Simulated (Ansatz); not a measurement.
# Cu: the cost of one run

Method: DFT PBEsol, scalar-relativistic, plane waves, PAW, in Ansatz 0.2.0.

## (1) The starting structure

It takes space group Fm-3m (No. 225, cubic). The conventional cell has a = 3.600 Å, b = 3.600 Å, c = 3.600 Å, α = 90.00°, β = 90.00°, γ = 90.00°. Cu (site symmetry m-3m) has 12 Cu at 2.55 Å as nearest neighbours.

Structure file:

```cif
data_structure
_symmetry_space_group_name_H-M 'Fm-3m'
_symmetry_Int_Tables_number 225
_cell_length_a 3.6000
_cell_length_b 3.6000
_cell_length_c 3.6000
_cell_angle_alpha 90.000
_cell_angle_beta 90.000
_cell_angle_gamma 90.000
_cell_volume 46.66
loop_
_atom_site_label
_atom_site_type_symbol
_atom_site_symmetry_multiplicity
_atom_site_Wyckoff_symbol
_atom_site_fract_x
_atom_site_fract_y
_atom_site_fract_z
_atom_site_occupancy
Cu1 Cu 4 a 0.00000 0.00000 0.00000 1
```

## (2) Relaxing cell and atoms: Cu, no spin

The input, input.yaml:

```yaml
crystal:
  lattice:
    - [2.5455844123, 0.0, 0.0]
    - [0.0, 2.5455844123, 0.0]
    - [0.0, 0.0, 3.6]
  atoms:
    - { symbol: Cu, position: [0.0, 0.0, 0.0] }
    - { symbol: Cu, position: [0.5, 0.5, 0.5] }
scf:
  occupations: { method: methfessel_paxton, width: 0.1 }
output:
  forces: true
  stress: true
  eigenvalues: true
hamiltonian:
  xc: pbesol
kpoints:
  mp_grid: { grid: [16, 16, 12] }
relax:
  f_tol: 0.005
  cell: { stress_tol: 0.02 }
```

Run with:

```
> ansatz run input.yaml --threads 4 --pin off --max-ram 14336MiB --backend cpu --events-out ev --progress --plain --runs-dir out
```

What time and memory should one allow on 4 threads of Intel Xeon Platinum 8259CL at 2.50GHz (Skylake/Cascade Lake), shared host?

About 27 s, with a peak of 0.59 GiB.
